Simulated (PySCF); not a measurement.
# CH6ClGeN: the cost of one run

Computed with PySCF 2.14.0, with density-fitted response routines of our own, on a single molecule in the gas phase. Atoms count from 0, in the outputs and in this text.

**1. Starting geometry**

10 atoms, charge 0, multiplicity 1; geometry from: GFN2-xTB. The atoms were then displaced at random by about 0.01 Å, so the start is not that level's minimum.

Bonds of the start (Å): C0–N1 1.42, N1–Ge2 1.80, Ge2–Cl3 2.12, C0–H4 1.09, C0–H5 1.12, C0–H6 1.09, N1–H7 1.00, Ge2–H8 1.50, Ge2–H9 1.55.

**2. Optimising the geometry at PBE0-D3(BJ)/def2-SVP**

What the job is given:

```
{"job": {"xc": "PBE0", "basis": "def2-SVP", "d3": "d3bj", "grid": 1, "shake": 0.01, "kind": "geom"}, "charge": 0, "multiplicity": 1}
C     -1.458810    -0.017810    -0.002600
N     -0.172840    -0.589520    -0.211620
Ge     1.362540     0.321480     0.022890
Cl     2.915530    -1.012570    -0.534430
H     -1.798210    -0.000340     1.031010
H     -1.453690     1.043820    -0.357390
H     -2.212510    -0.536830    -0.593690
H     -0.144560    -1.552180     0.062330
H      1.325420     1.509180    -0.888420
H      1.687570     0.813850     1.450860
```

The run is started by

```sh
> OMP_NUM_THREADS=1 python probes_run.py task.json out
```

One launch serves the whole session: the jobs run in the order shown.

**Question.** How long does this first job take on 1 thread of Arm Neoverse V1, shared host, and how much memory does it need?

About 1.7 min, with a peak of 0.45 GiB.
